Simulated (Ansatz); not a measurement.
# MoSe (zincblende): equation of state

An exercise on one series of results from a longer session: the logs are not shown, and one member is left open.

Method: DFT r²SCAN, scalar-relativistic, plane waves, PAW, in Ansatz 0.2.0.

1 further run of the same task is left out (it didn't finish). Runs told in other sessions of the task aren't counted.

## Starting point

The structure is cubic, space group F-43m (No. 216). The conventional cell has a = 5.663 Å, b = 5.663 Å, c = 5.663 Å, α = 90.00°, β = 90.00°, γ = 90.00°. Mo (site symmetry -43m) has 4 Se at 2.45 Å in its first shell of neighbours. Se (site symmetry -43m) is surrounded by 4 Mo at 2.45 Å.

As a file:

```cif
data_structure
_symmetry_space_group_name_H-M 'F-43m'
_symmetry_Int_Tables_number 216
_cell_length_a 5.6629
_cell_length_b 5.6629
_cell_length_c 5.6629
_cell_angle_alpha 90.000
_cell_angle_beta 90.000
_cell_angle_gamma 90.000
_cell_volume 181.60
loop_
_atom_site_label
_atom_site_type_symbol
_atom_site_symmetry_multiplicity
_atom_site_Wyckoff_symbol
_atom_site_fract_x
_atom_site_fract_y
_atom_site_fract_z
_atom_site_occupancy
Mo1 Mo 4 a 0.00000 0.00000 0.00000 1
Se1 Se 4 d 0.25000 0.25000 0.75000 1
```

This cell comes from an earlier session at r²SCAN: 22.700 Å³/atom at 0.00 GPa, on a 10×10×10 mesh.

Volume factors to run: 0.980, 1.020, 0.960, 1.040, 1.070.

Set-up of the first run:

input.yaml

```yaml
crystal:
  lattice:
    - [0.0, 2.8124448948, 2.8124448948]
    - [2.8124448948, 0.0, 2.8124448948]
    - [2.8124448948, 2.8124448948, 0.0]
  atoms:
    - { symbol: Mo, position: [0.0, 0.0, 0.0], spin: 1.02 }
    - { symbol: Se, position: [0.25, 0.25, 0.25] }
basis:
  ecutwfc: 500
  ecutrho_ratio: 4
kpoints:
  mp_grid: { grid: [10, 10, 10] }
hamiltonian:
  xc: r2scan
scf:
  occupations: { method: gaussian, width: 0.05 }
output:
  forces: true
  stress: true
  eigenvalues: true
  populations: true
magnetization:
  spin_polarized: true
```

The run is started by

```sh
$ ansatz run input.yaml --threads 2 --pin off --max-ram 2662MiB --backend cpu --events-out ev --progress --plain --runs-dir out
```

Among the steps run: At 0.980 of the relaxed volume; Volume × 1.020; Volume × 0.960; Scaling the volume by 1.040; At 1.070 of the relaxed volume.

One of the session's tables, all rows but one given; the rest of the session is left out.

It belongs to the step «The fit». 

| volume (Å³/atom) | energy (meV/atom) | pressure (GPa) | moment of atom 1 (μB) |
| --- | --- | --- | --- |
| 21.792 | 13.14 | 4.82 | 0.90 |
| 22.246 | ? | ? | ? |
| 22.700 | 0.00 | 0.00 | 0.93 |
| 23.154 | 2.91 | -1.99 | 0.95 |
| 23.608 | 11.07 | -3.75 | 0.98 |
| 24.289 | 32.00 | -6.07 | 1.01 |

Q: Estimate the row for volume (Å³/atom) = 22.246 from the others.

Worked estimate for «energy (meV/atom)». A straight line through the neighbours (21.792, 13.14) and (22.700, 0.00) gives 13.14 + (0.00 − 13.14) × (22.246 − 21.792) / (22.700 − 21.792) = 6.57; a parabola fitted to 3 rows on both sides gives 3.41.

The run gave: energy (meV/atom): 3.15; pressure (GPa): 2.27; moment of atom 1 (μB): 0.92. In «energy (meV/atom)» the line misses by +3.42 and the parabola by +0.26.

To keep in mind: Warnings in the runs' records: stability check not made.
